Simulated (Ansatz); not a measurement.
Task: a geometry optimisation of F2GeH3Si, SMILES [F][Ge]([F])[SiH3], with Ansatz 0.2.0 through its Python package. Give the script and its output. Use: r2SCAN, def2-SVP basis, multiplicity 2.

Input file `f2geh3si.xyz`:
```text
7

F     1.69100   -1.00920    1.60870
Ge    0.62130   -1.22630    0.18860
F    -0.70920   -2.32560    0.58950
Si   -0.19510    0.80810   -0.49880
H    -1.12060    0.57400   -1.69060
H    -1.07300    1.38610    0.59350
H     0.84690    1.72500   -0.83660
```

The script, `run_opt.py`:
```python
"""Geometry optimisation of F2GeH3Si."""

import itertools

import ansatz
from ase.data import atomic_numbers, covalent_radii
import numpy as np

BASIS_SET = "def2-SVP"
XC = "r2SCAN"

geometry = ansatz.Crystal.molecule_from_extxyz("f2geh3si.xyz")

setup = (
    geometry.calculation()
    .basis(gaussian=BASIS_SET)  # atom-centred Gaussian functions
    .functional(XC)
    .spin("collinear", total=1)  # two spin channels
)
symbols = [site.symbol for site in geometry.cartesian_sites]
start = np.array([site.position_ang for site in geometry.cartesian_sites], dtype=float)
data = setup.relax(force_tolerance=0.02, max_steps=100).run(threads=1, pin="off").report
end = np.array(data["positions_ang"])

for key in ("converged", "free_energy_ev", "reference_energy_ev", "n_frozen", "n_occupied", "n_virtual"):
    print(f"{key:22s} {data[key]}")

# pairs closer than 1.2 times the sum of covalent radii, before or after
radius = [covalent_radii[atomic_numbers[s]] for s in symbols]
span = lambda where, i, j: np.linalg.norm(where[i] - where[j])
bonded = [(i, j) for i, j in itertools.combinations(range(len(symbols)), 2) if min(span(start, i, j), span(end, i, j)) < 1.2 * (radius[i] + radius[j])]
print("pair        before    after (A)")
for i, j in bonded:
    print(f"{symbols[i]}{i}-{symbols[j]}{j}".ljust(10), f"{span(start, i, j):8.4f} {span(end, i, j):8.4f}")
```

Running `python run_opt.py` prints:
```text
converged              True
free_energy_ev         -69862.37165434215
reference_energy_ev    -69862.37165434215
n_frozen               0
n_occupied             [34, 33]
n_virtual              [59, 60]
pair        before    after (A)
F0-Ge1       1.7911   1.7510
Ge1-F2       1.7718   1.7511
Ge1-Si3      2.2973   2.4503
Si3-H4       1.5270   1.4894
Si3-H5       1.5159   1.4907
Si3-H6       1.4285   1.4894
```

Total energies depend on the basis set; only differences at equal settings carry meaning. The end point is the stationary point reached from this start; no frequency run checks that it is a minimum, and the basis set is modest. The run takes the species as open-shell (spin multiplicity 2), which needn't be its ground state. Wall time of the script: 91 s on 1 thread of Arm Neoverse V1, with other jobs on the host, peak memory 0.28 GiB.
